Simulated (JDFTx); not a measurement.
# Ta3N (P-3m1) in JDFTx: reference runs

How does Ta3N come out in PBEsol? The cell is run as given and disturbed.

All numbers are computed with JDFTx 1.7.0 (patched build); they aren't measurements. Logs are shortened: lines on timing, memory, paths and dates and some standing lists are left out, and cuts for length are marked. The log counts tension as positive stress, the text compression.

**1. The structure**

Symmetry: P-3m1, No. 164, trigonal system. The conventional cell has a = 3.032 Å, b = 3.032 Å, c = 7.524 Å, α = 90.00°, β = 90.00°, γ = 120.00°. Around Ta (site symmetry 3m) lie 3 N at 2.19 Å. Around Ta (site symmetry -3m) lie 12 Ta at 3.01 to 3.03 Å. N (site symmetry -3m) has 6 Ta at 2.19 Å as nearest neighbours.

The cell comes from a database or a generator and needn't be the stable form of this composition.

**2. Single point, PBEsol**

Input file Ta3N.in:

```
lattice \
    5.7300728857    -2.8650364429     0.0000000000 \
    0.0000000000     4.9623886845     0.0000000000 \
    0.0000000000     0.0000000000    14.2185582542
coords-type Lattice
ion Ta     0.6666666667     0.3333333333     0.8260700000 1
ion Ta     0.3333333333     0.6666666667     0.1739300000 1
ion Ta     0.0000000000     0.0000000000     0.5000000000 1
ion N      0.0000000000     0.0000000000     0.0000000000 1

ion-species pseudo/Ta.upf
ion-species pseudo/N.upf
elec-cutoff 42 336
elec-ex-corr gga-PBEsol
kpoint-folding 10 10 4
elec-smearing Fermi 0.0018374661
elec-n-bands 30
electronic-SCF nIterations 100 energyDiffThreshold 1e-09
electronic-minimize nIterations 30 energyDiffThreshold 1e-7
converge-empty-states yes
forces-output-coords Cartesian

dump-name run.$VAR
dump End Ecomponents EigStats BandEigs Kpoints Forces Stress ElecDensity Dtot KEdensity
```

Potentials or basis: PseudoDojo-SR-PBEsol-0.4.1-standard with smoothed tails.

Launch:

```
$ jdftx -c 1 -i Ta3N.in -o Ta3N.out
```

Log:

```text
*************** JDFTx 1.7.0 (patched build) ***************

Input parsed successfully to the following command list (including defaults):
[... the input with its defaults ...]

---------- Setting up symmetries ----------

Found 24 point-group symmetries of the bravais lattice
Found 12 space-group symmetries with basis
Applied RMS atom displacement 2.33929e-10 bohrs to make symmetries exact.

---------- Initializing the Grid ----------
R =
[      5.73007     -2.86504            0  ]
[            0      4.96239            0  ]
[            0            0      14.2186  ]
unit cell volume = 404.303
G =
[    1.09653   0.633081         -0  ]
[          0    1.26616          0  ]
[          0         -0     0.4419  ]
Minimum fftbox size, Smin = [  48  48  120  ]
Chosen fftbox size, S = [  48  48  120  ]

---------- Initializing tighter grid for wavefunction operations ----------
R =
[      5.73007     -2.86504            0  ]
[            0      4.96239            0  ]
[            0            0      14.2186  ]
unit cell volume = 404.303
G =
[    1.09653   0.633081         -0  ]
[          0    1.26616          0  ]
[          0         -0     0.4419  ]
Minimum fftbox size, Smin = [  36  36  84  ]
Chosen fftbox size, S = [  36  36  84  ]

---------- Exchange Correlation functional ----------
Initalized PBEsol GGA exchange.
Initalized PBEsol GGA correlation.

---------- Setting up pseudopotentials ----------
Width of ionic core gaussian charges (only for fluid interactions / plotting) set to 0

Reading pseudopotential file 'pseudo/Ta.upf':
  'Ta' pseudopotential, 'PBESOL' functional
  Generated using ONCVPSP code by D. R. Hamann
  13 valence electrons, 4 orbitals, 8 projectors, 1001 radial grid points, with lMax = 3
    5S    l: 0   occupation:  2.0   eigenvalue: -2.683866
    5P    l: 1   occupation:  6.0   eigenvalue: -1.448529
    5D    l: 2   occupation:  3.0   eigenvalue: -0.133056
    6S    l: 0   occupation:  2.0   eigenvalue: -0.201047
  Core radius for overlap checks: 2.22 bohrs.

Reading pseudopotential file 'pseudo/N.upf':
  'N' pseudopotential, 'PBESOL' functional
  Generated using ONCVPSP code by D. R. Hamann
  5 valence electrons, 2 orbitals, 4 projectors, 1001 radial grid points, with lMax = 1
    2S    l: 0   occupation:  2.0   eigenvalue: -0.678237
    2P    l: 1   occupation:  3.0   eigenvalue: -0.258576
  Core radius for overlap checks: 1.31 bohrs.

Initialized 2 species with 4 total atoms.

Folded 1 k-points by 10x10x4 to 400 k-points.

---------- Setting up k-points, bands, fillings ----------
Reduced to 50 k-points under symmetry.
Computing the number of bands and number of electrons
Calculating initial fillings.
nElectrons:  44.000000   nBands: 30   nStates: 50

----- Setting up reduced wavefunction bases (one per k-point) -----
average nbasis = 5256.758 , ideal nbasis = 5256.231

---------- Setting up ewald sum ----------
Optimum gaussian width for ewald sums = 2.341364 bohr.
Real space sum over 1183 unit cells with max indices [  6  6  3  ]
Reciprocal space sum over 2783 terms with max indices [  5  5  11  ]

---------- Allocating electronic variables ----------
Initializing wave functions:  linear combination of atomic orbitals
Ta pseudo-atom occupations:   s ( 2 2 )  p ( 6 )  d ( 3 )
N pseudo-atom occupations:   s ( 2 )  p ( 3 )
	FillingsUpdate:  mu: +0.700842020  nElectrons: 44.000000
LCAOMinimize: Iter:   0  F: -187.0737312805039494  |grad|_K:  4.247e-03  alpha:  1.000e+00
	FillingsUpdate:  mu: +0.714196434  nElectrons: 44.000000
LCAOMinimize: Iter:   1  F: -187.2228142469556929  |grad|_K:  1.568e-03  alpha:  2.110e-01  linmin: -1.084e-01  cgtest:  4.160e-01
LCAOMinimize: Encountered beta<0, resetting CG.
[... 13 lines of inner loops ...]
LCAOMinimize: Iter:   8  F: -187.2335215280755563  |grad|_K:  1.354e-06  alpha:  1.389e-01  linmin: -9.119e-04  cgtest:  9.382e-03
	FillingsUpdate:  mu: +0.709725781  nElectrons: 44.000000
LCAOMinimize: Iter:   9  F: -187.2335215439976537  |grad|_K:  5.301e-07  alpha:  2.836e-01  linmin:  2.700e-04  cgtest: -3.255e-03
LCAOMinimize: Converged (|Delta F|<1.000000e-06 for 2 iters).

-------- Electronic minimization -----------
Will mix electronic density at each iteration.
	FillingsUpdate:  mu: +0.709725781  nElectrons: 44.000000
	FillingsUpdate:  mu: +0.694074119  nElectrons: 44.000000
SCF: Cycle:  0   F: -187.395789588066606   dF: -1.623e-01   |Residual|: 1.398e-01   |deigs|: 1.114e-02
	FillingsUpdate:  mu: +0.686916635  nElectrons: 44.000000
SCF: Cycle:  1   F: -187.406007786672859   dF: -1.022e-02   |Residual|: 6.623e-02   |deigs|: 1.564e-02
	FillingsUpdate:  mu: +0.681217200  nElectrons: 44.000000
SCF: Cycle:  2   F: -187.408948650930029   dF: -2.941e-03   |Residual|: 1.418e-02   |deigs|: 1.280e-02
	FillingsUpdate:  mu: +0.680783286  nElectrons: 44.000000
SCF: Cycle:  3   F: -187.409011563070038   dF: -6.291e-05   |Residual|: 6.843e-03   |deigs|: 7.759e-04
	FillingsUpdate:  mu: +0.681171594  nElectrons: 44.000000
SCF: Cycle:  4   F: -187.408976800715607   dF: +3.476e-05   |Residual|: 2.587e-03   |deigs|: 1.139e-03
	FillingsUpdate:  mu: +0.681079547  nElectrons: 44.000000
SCF: Cycle:  5   F: -187.409031011913271   dF: -5.421e-05   |Residual|: 1.130e-03   |deigs|: 3.028e-04
	FillingsUpdate:  mu: +0.680931244  nElectrons: 44.000000
SCF: Cycle:  6   F: -187.409032292746986   dF: -1.281e-06   |Residual|: 5.227e-04   |deigs|: 3.619e-04
	FillingsUpdate:  mu: +0.680972135  nElectrons: 44.000000
SCF: Cycle:  7   F: -187.409032819370168   dF: -5.266e-07   |Residual|: 1.377e-04   |deigs|: 8.675e-05
	FillingsUpdate:  mu: +0.680980784  nElectrons: 44.000000
SCF: Cycle:  8   F: -187.409033002391908   dF: -1.830e-07   |Residual|: 1.958e-05   |deigs|: 2.659e-05
	FillingsUpdate:  mu: +0.680978112  nElectrons: 44.000000
SCF: Cycle:  9   F: -187.409033108736224   dF: -1.063e-07   |Residual|: 1.534e-05   |deigs|: 1.553e-05
	FillingsUpdate:  mu: +0.680978541  nElectrons: 44.000000
SCF: Cycle: 10   F: -187.409033150645996   dF: -4.191e-08   |Residual|: 8.218e-06   |deigs|: 1.306e-05
	FillingsUpdate:  mu: +0.680979005  nElectrons: 44.000000
SCF: Cycle: 11   F: -187.409033163526942   dF: -1.288e-08   |Residual|: 3.131e-06   |deigs|: 1.145e-05
	FillingsUpdate:  mu: +0.680979093  nElectrons: 44.000000
SCF: Cycle: 12   F: -187.409033169761187   dF: -6.234e-09   |Residual|: 1.489e-06   |deigs|: 1.122e-05
	FillingsUpdate:  mu: +0.680979009  nElectrons: 44.000000
SCF: Cycle: 13   F: -187.409033172124964   dF: -2.364e-09   |Residual|: 8.895e-07   |deigs|: 1.049e-05
	FillingsUpdate:  mu: +0.680978923  nElectrons: 44.000000
SCF: Cycle: 14   F: -187.409033173021896   dF: -8.969e-10   |Residual|: 4.691e-07   |deigs|: 9.499e-06
	FillingsUpdate:  mu: +0.680978946  nElectrons: 44.000000
SCF: Cycle: 15   F: -187.409033173397006   dF: -3.751e-10   |Residual|: 3.835e-07   |deigs|: 1.017e-05
SCF: Converged (|Delta E|<1.000000e-09 for 2 iters).

Setting wave functions to eigenvectors of Hamiltonian
Converging empty states (this may take a while):
EmptyStates: None of the convergence criteria satisfied.
|deigs|: 4.374e-04

# Stress tensor in Cartesian coordinates [Eh/a0^3]:
[  0.000282327            0            0  ]
[            0  0.000282327            0  ]
[            0            0  0.000261101  ]

# Ionic positions in lattice coordinates:
ion Ta   0.666666666666667   0.333333333333333   0.826070000000000 1
ion Ta   0.333333333333333   0.666666666666667   0.173930000000000 1
ion Ta   0.000000000000000   0.000000000000000   0.500000000000000 1
ion N   0.000000000000000   0.000000000000000   0.000000000000000 1

# Forces in Cartesian coordinates:
force Ta   0.000000000000000   0.000000000000000   0.007705940247014 1
force Ta   0.000000000000000   0.000000000000000  -0.007705940247015 1
force Ta  -0.000000000000000   0.000000000000000  -0.000000000000000 1
force N   0.000000000000000   0.000000000000000  -0.000000000000000 1

# Energy components:
   Eewald =     -155.6051774512499151
       EH =       25.2900823386124785
     Eloc =      -99.1952895605341922
      Enl =       12.6566940711274931
      Exc =      -47.1105009218554613
 Exc_core =       18.2518868302797301
       KE =       58.3042009388765692
-------------------------------------
     Etot =     -187.4081037547433368
       TS =        0.0009294186536780
-------------------------------------
        F =     -187.4090331733970061

IonicMinimize: Iter:   0  F: -187.409033173397006  |grad|_K:  3.146e-03
IonicMinimize: None of the convergence criteria satisfied after 0 iterations.

#--- Lowdin population analysis ---
# oxidation-state Ta +0.390 +0.390 +0.176
# oxidation-state N -0.639

Dumping 'run.eigStats' ...
	eMin: -1.829207 at state 0 ( [ +0.000000 +0.000000 +0.000000 ] spin 0 )
	HOMO: +0.680969 at state 37 ( [ +0.200000 +0.200000 +0.000000 ] spin 0 )
	mu  : +0.680979
	LUMO: +0.681629 at state 5 ( [ +0.000000 +0.100000 +0.500000 ] spin 0 )
	eMax: +0.886806 at state 20 ( [ +0.000000 +0.500000 +0.250000 ] spin 0 )
	HOMO-LUMO gap: +0.000660
	Optical gap  : +0.010155 at state 4 ( [ +0.000000 +0.100000 +0.250000 ] spin 0 )
WARNING: the last solve of the electrons (or of bands or displaced states from it) ended unconverged.
Done!
```

Wall time 7.6 min (1 thread of Intel Xeon at 2.70GHz, shared host); peak memory 0.61 GiB.

Results:

| Item | Value |
| --- | --- |
| Free energy | -5099.6596 eV |
| Pressure | -8.1 GPa |
| Largest force | 0.396 eV/Å |
| Band gap on the k mesh | none (metal or under the smearing width) |
| Loewdin charges | Ta +0.39, +0.18; N -0.64 e |

Forces in eV/Å, atoms in the order of the input:
```
Ta   0.000  0.000  0.396
Ta   0.000  0.000 -0.396
Ta   0.000  0.000  0.000
N    0.000  0.000  0.000
```

Stress tensor (GPa, compression positive):
```
-8.31  0.00  0.00
 0.00 -8.31  0.00
 0.00  0.00 -7.68
```

Caveat: the atomic charges don't sum to the cell's charge; the empty levels aren't tightly converged.

**3. Single point, PBEsol (atoms moved at random, drawn with an rms of 0.05 Å)**

Changes to Ta3N.in since step 2:

```diff
@@ -5,6 +5,6 @@
 coords-type Lattice
-ion Ta     0.6666666667     0.3333333333     0.8260700000 1
-ion Ta     0.3333333333     0.6666666667     0.1739300000 1
-ion Ta     0.0000000000     0.0000000000     0.5000000000 1
-ion N      0.0000000000     0.0000000000     0.0000000000 1
+ion Ta     0.6785570000     0.3518300000     0.8224020000 1
+ion Ta     0.3477140000     0.6649050000     0.1754850000 1
+ion Ta    -0.0005500000     0.0006550000     0.4951950000 1
+ion N     -0.0037170000     0.0154590000    -0.0067660000 1
```

Potentials or basis: PseudoDojo-SR-PBEsol-0.4.1-standard with smoothed tails.

Launch:

```
$ jdftx -c 1 -i Ta3N.in -o Ta3N.out
```

It took 31 min on 1 thread of Intel Xeon at 2.70GHz, shared host; peak memory 2.3 GiB.

Results (log left out):

- Free energy: -5099.5956 eV
- Pressure: -8.2 GPa
- Largest force: 1.162 eV/Å
- Band gap on the k mesh: none (metal or under the smearing width)
- Loewdin charges: Ta +0.40, +0.39, +0.17; N -0.65 e

Forces on the atoms (eV/Å):
```
Ta  -0.257 -0.011  0.188
Ta  -0.346  0.169 -1.096
Ta  -0.003  0.024  0.349
N    0.606 -0.181  0.560
```

Stress tensor (GPa, compression positive):
```
-9.19  0.03 -0.44
 0.03 -8.45  0.57
-0.44  0.57 -7.03
```

Levels at points of the mesh, in eV from the Fermi level:
| k point | band 20 | band 21 | band 22 | band 23 | band 24 | band 25 |
| --- | --- | --- | --- | --- | --- | --- |
| (0.00, 0.00, 0.00) | -0.46 | -0.44 | -0.25 | 0.21 | 0.25 | 0.88 |
| (0.00, 0.00, 0.50) | -0.99 | -0.24 | -0.20 | 0.48 | 0.50 | 1.01 |
| (0.00, 0.50, 0.00) | -1.14 | -0.51 | -0.06 | 0.63 | 0.88 | 3.44 |
| (0.00, 0.50, 0.50) | -1.38 | -1.29 | 0.13 | 0.80 | 1.19 | 2.41 |
| (0.50, 0.00, 0.00) | -1.17 | -0.48 | 0.07 | 0.64 | 0.89 | 3.46 |
| (0.50, 0.00, 0.50) | -1.33 | -1.29 | 0.16 | 0.88 | 1.20 | 2.38 |
| (0.50, 0.50, 0.00) | -1.20 | -0.45 | 0.22 | 0.59 | 0.94 | 3.55 |
| (0.50, 0.50, 0.50) | -1.37 | -1.24 | 0.20 | 1.02 | 1.19 | 2.35 |

Caveat: the atomic charges don't sum to the cell's charge; the empty levels aren't tightly converged.
